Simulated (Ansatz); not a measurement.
# C2H3AlF2: one species, many methods

One table from this session's results is given with a row withheld; the runs are named, their logs left out.

Program: Ansatz 0.2.0, Gaussian basis. Level of theory: functionals in def2-TZVPP, the program's frozen cores in correlated methods. These are calculated values, not measurements.

The runs, in order: PBE-D4, r2SCAN-D4, PBE0-D4, B3LYP-D4, ωB97X-V, ωB97M-V, B2PLYP; CCSD(T)/def2-TZVPP; CCSD(T)/def2-QZVPP; extrapolation to the limit.

### Structure used throughout

All runs share one geometry, relaxed beforehand with PBE0-D4 in a triple-zeta def2 set.

SMILES `F/C=[C](\F)[AlH2]`, 8 atoms, charge 0, spin multiplicity 1.

Atoms are counted from 1 here; the program's logs count them from 0.

Bond lengths: F1–C2 1.328 Å, C2–C3 1.334 Å, C2–H6 1.084 Å, C3–F4 1.351 Å, C3–Al5 1.948 Å, Al5–H7 1.583 Å, Al5–H8 1.579 Å. Angles: F1–C2–C3 123.8°, F1–C2–H6 113.8°, C3–C2–H6 122.4°, C2–C3–F4 117.9°, C2–C3–Al5 120.1°, F4–C3–Al5 122.0°, C3–Al5–H7 115.0°, C3–Al5–H8 120.6°, H7–Al5–H8 124.4°.

Set-up of the first run:

The input, in.yaml:

```yaml
crystal:
  periodic: [false, false, false]
  atoms:
    - {symbol: F, position_ang: [-2.572759, -0.238796, -0.241559]}
    - {symbol: C, position_ang: [-1.284560, 0.029821, -0.417383]}
    - {symbol: C, position_ang: [-0.333743, -0.280295, 0.465900]}
    - {symbol: F, position_ang: [-0.706602, -0.904104, 1.604526]}
    - {symbol: Al, position_ang: [1.526013, 0.165699, 0.096029]}
    - {symbol: H, position_ang: [-1.065820, 0.530338, -1.353660]}
    - {symbol: H, position_ang: [1.777131, 0.894311, -1.286860]}
    - {symbol: H, position_ang: [2.660341, -0.196954, 1.133017]}
basis:
  gaussian: {orbitals: def2-TZVPP}
hamiltonian: {xc: pbe, dispersion: d4}
output: {forces: true, orbitals: {seedname: orbitals}}
```

The run is started by

```bash
> ansatz run in.yaml --threads 2 --pin off --events-out ev --progress --plain --max-ram 32768MiB --backend cpu
```

Steps of the session up to this table: PBE-D4 (GGA); r2SCAN-D4 (meta-GGA); PBE0-D4 (hybrid); B3LYP-D4 (hybrid); ωB97X-V (range-separated); ωB97M-V (range-separated); B2PLYP (double hybrid); CCSD(T) in def2-TZVPP; CCSD(T) in def2-QZVPP.

One table of the session follows, with a row left open; its other results are not shown here.

It belongs to the step «Atomisation energies». 

```
            method  atomisation energy (kJ/mol)
            PBE-D4                       2948.1
         r2SCAN-D4                       2872.5
           PBE0-D4                            ?
          B3LYP-D4                       2847.5
           ωB97X-V                       2862.5
           ωB97M-V                       2862.2
            B2PLYP                       2820.4
     HF/def2-TZVPP                       2012.2
    MP2/def2-TZVPP                       2850.9
   CCSD/def2-TZVPP                       2712.3
CCSD(T)/def2-TZVPP                       2767.8
           MP2/CBS                       2931.8
       CCSD(T)/CBS                       2847.5
```

Estimate the missing values for PBE0-D4.

As computed: atomisation energy (kJ/mol): 2858.0. In the column «atomisation energy (kJ/mol)» it lies between MP2/def2-TZVPP (2850.9) and ωB97M-V (2862.2).
